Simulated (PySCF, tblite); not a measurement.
# C4H9FSSi: geometry, infrared bands and NMR shifts

Wanted: the infrared bands and NMR shifts of C4H9FSSi (`C[C@@H]1[SiH2]SC[C@H]1F`), by calculation.

Computed with tblite 0.8.0 and PySCF 2.14.0, with density-fitted response routines of our own, on a single molecule in the gas phase. Atoms count from 0, in the outputs and in this text.

**1. The molecule as given**

16 atoms, charge 0, multiplicity 1; geometry from: force field or distance geometry start.

Bonds of the start (Å): C0–C1 1.51, C1–Si2 1.87, Si2–S3 2.17, S3–C4 1.84, C4–C5 1.52, C5–F6 1.36, C5–C1 1.51, C0–H7 1.12, C0–H8 1.11, C0–H9 1.10, C1–H10 1.11, Si2–H11 1.46, Si2–H12 1.44, C4–H13 1.10, C4–H14 1.11, C5–H15 1.13.

**2. Relaxing the molecule with GFN2-xTB**

The job: settings as JSON, then the geometry in Å.

```
{"job": {"kind": "relax", "xc": "GFN2-xTB", "basis": "xTB"}, "charge": 0, "multiplicity": 1}
C      1.895000     0.071200     0.325500
C      0.524800     0.054300    -0.311700
Si    -0.416000     1.646600    -0.017400
S     -2.353000     0.750500    -0.430300
C     -1.689300    -0.964500    -0.515500
C     -0.442800    -0.905000     0.343700
F      0.083100    -2.129800     0.627300
H      2.582800     0.619400    -0.364600
H      2.265400    -0.970100     0.385400
H      1.931000     0.589100     1.297200
H      0.553700    -0.165000    -1.400900
H     -0.316700     2.022000     1.385200
H     -0.090100     2.689100    -0.958200
H     -2.416700    -1.695500    -0.141900
H     -1.347500    -1.191800    -1.543800
H     -0.771300    -0.411500     1.308500
```

On the command line:

```
> OMP_NUM_THREADS=1 python probes_run.py task.json out
```

This one command runs all jobs of the session in turn.

**Question.** This job is followed by: GFN2-xTB harmonic vibrations, gas phase; GIAO PBE0/pcSseg-1 NMR shielding, non-relativistic, gas phase. Predict these results of the whole session: strongest single infrared mode (GFN2-xTB); zero-point energy (GFN2-xTB); ¹³C shifts against TMS (PBE0/pcSseg-1); ¹H shifts against TMS (PBE0/pcSseg-1, means over atoms taken as alike); ²⁹Si shifts against TMS (PBE0/pcSseg-1); ³³S shifts against CS2 (PBE0/pcSseg-1); ¹⁹F shifts against CFCl3 (PBE0/pcSseg-1); surface potential, 1st and 99th percentile.

As calculated:

| quantity | value |
| --- | --- |
| strongest single infrared mode (GFN2-xTB) | 2310 cm⁻¹, 336 km/mol |
| zero-point energy (GFN2-xTB) | 75.7 kcal/mol |
| ¹³C shifts against TMS (PBE0/pcSseg-1) | 101.6, 39.9, 30.1, 14.9 ppm |
| ¹H shifts against TMS (PBE0/pcSseg-1, means over atoms taken as alike) | 4.90, 4.66, 4.55, 3.10, 3.08, 1.59, 1.37 ppm |
| ²⁹Si shifts against TMS (PBE0/pcSseg-1) | -15.0 ppm |
| ³³S shifts against CS2 (PBE0/pcSseg-1) | -225 ppm |
| ¹⁹F shifts against CFCl3 (PBE0/pcSseg-1) | -206.8 ppm |
| surface potential, 1st and 99th percentile | -0.92 V and 1.39 V |

In words: The optimisation took 72 steps and gained 0.481 eV; among the close pairs (by a distance rule), C5–H15 changed most, from 1.132 to 1.098 Å. All 42 modes are real, so the xTB geometry is a minimum. The strongest single mode, at 2310 cm⁻¹, moves mainly H12. Unscaled tight-binding wavenumbers are off by several per cent, some by more. Its intensities can rank the bands wrongly. The most deshielded carbon is C5 (sp3 CH bonded to F), at 101.6 ppm: pulled downfield by the heteroatom. At PBE0/pcSseg-1: The largest span, 377 ppm, is at S3, where the paramagnetic term is -329 ppm.
